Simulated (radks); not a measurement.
**Pd⁴⁺ in [Kr] 4d6: an all-electron calculation**

The task here is to estimate one member of a computed series from the others.

The numbers are computed with radks (a radial shooting solver on a logarithmic mesh, Libxc functionals) version 1 (scalar-relativistic Kohn-Sham, PBE, spin-polarised, spherical densities, finite nucleus; open shells are filled with parallel spins first), except any that are marked as measured or tabulated.

## The atom as given

* element: palladium (Z = 46)
* charge: +4
* electrons: 42
* configuration: [Kr] 4d6
* nuclear rms radius: 4.5318 fm

Outer shells as boxes (Hund's rule):

Pd⁴⁺
```
[Kr] core
4d [↑↓][↑ ][↑ ][↑ ][↑ ]
```

Set-up of the first run:

Input:

```text
Z 46
configuration [Kr] 4d6
relativity scalar-relativistic
functional pbe,pbe
spin polarised
nucleus finite rms 4.5318 fm
c 137.035999084
```

Among the steps run: Self-consistent calculation.

One of the session's tables, all rows but one given; the rest of the session is left out.

It belongs to the step «Shells». From the orbitals of this run (lengths in bohr):

```
  level      <r>  outermost maximum (interpolated)  90 % within  nodes
1s down  0.03185                            0.0207       0.0571      0
  1s up  0.03185                            0.0207       0.0571      0
  2s up   0.1384                             0.117        0.214      1
2s down   0.1383                             0.117        0.214      1
  2p up   0.1206                            0.0934        0.196      0
2p down   0.1206                            0.0934        0.196      0
  3s up   0.3792                             0.342        0.559      2
3s down   0.3792                             0.342        0.559      2
  3p up   0.3786                             0.335        0.570      1
3p down   0.3785                             0.335        0.570      1
  3d up   0.3575                             0.282        0.567      0
3d down   0.3574                             0.282        0.566      0
  4s up        ?                                 ?            ?      ?
4s down   0.9307                             0.846         1.35      3
  4p up    1.013                             0.903         1.49      2
4p down    1.012                             0.900         1.49      2
  4d up    1.245                              1.04         1.90      1
4d down    1.257                              1.04         1.93      1
```

Q: Estimate the row for 4s up from the others.

**Answer.** <r>: 0.9333; outermost maximum (interpolated): 0.849; 90 % within: 1.35; nodes: 3. In the column «<r>» it lies between 4s down (0.9307) and 4p down (1.012).

To keep in mind: Open shells are spherical and high-spin; term and fine-structure splittings are not resolved.
